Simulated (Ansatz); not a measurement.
MnO2:

```
Mn O
1.0
     0.00000    4.01999    4.01999
     4.01999    0.00000    4.01999
     4.01999    4.01999    0.00000
Mn O
4 8
Direct
  0.12500 0.12500 0.12500
  0.12500 0.12500 0.62500
  0.62500 0.12500 0.12500
  0.12500 0.62500 0.12500
  0.36095 0.36095 0.36095
  0.36095 0.36095 0.91714
  0.91714 0.36095 0.36095
  0.36095 0.91714 0.36095
  0.88905 0.88905 0.33286
  0.88905 0.88905 0.88905
  0.88905 0.33286 0.88905
  0.33286 0.88905 0.88905
```

The cell is a database's computed one.

- Program: Ansatz 0.2.0
- Task: relaxation of cell and atoms
- Functional: PBEsol
- Dispersion: D4
- Potentials or basis: Ansatz PAW
- Cutoff: 420 eV (not typed: the program's choice for these potentials)
- k mesh: 6 × 6 × 6
- Occupations: fermi-dirac, width 0.05 eV
- Spin: collinear spin, ferromagnetic start
- Starting moments: [4.0, 4.0, 4.0, 4.0, 0.0, 0.0, 0.0, 0.0, 0.0, 0.0, 0.0, 0.0] μB

At the start: volume 10.83 Å³/atom.

How do energy, volume and symmetry change on relaxing?

It ends after 6 steps and the volume is 10.57 Å³/atom (-2.4 %); space group Fd-3m (No. 227, to 0.05 Å); moment 11.99 μB per cell.

Step by step:
```tsv
step	energy change (eV)	largest force (eV/Å)	volume (Å³)
1	0.0000	0.1647	129.93
2	-0.0361	0.1378	127.73
3	-0.0452	0.0118	126.95
4	-0.0318	0.0125	126.95
5	-0.0328	0.0003	126.79
6	-0.0323	0.0003	126.79
```

Final structure:
```
Mn O
1.0
     0.00000    3.98734    3.98734
     3.98734    0.00000    3.98734
     3.98734    3.98734    0.00000
Mn O
4 8
Direct
  0.12500 0.12500 0.12500
  0.12500 0.12500 0.62500
  0.62500 0.12500 0.12500
  0.12500 0.62500 0.12500
  0.36155 0.36155 0.36155
  0.36155 0.36155 0.91534
  0.91534 0.36155 0.36155
  0.36155 0.91534 0.36155
  0.88845 0.88845 0.33466
  0.88845 0.88845 0.88845
  0.88845 0.33466 0.88845
  0.33466 0.88845 0.88845
```

Caveat: the plane-wave basis is chosen anew once the cell has moved, so the energies of steps on either side of that aren't comparable; the pressure holds a Pulay correction of +0.8 GPa for the finite cutoff; only a ferromagnetic start was run, and an antiferromagnetic order may lie lower in energy; the PAW data sets come from PBE, with cores solved anew for the run's functional, which leaves a small shift of forces and pressure.
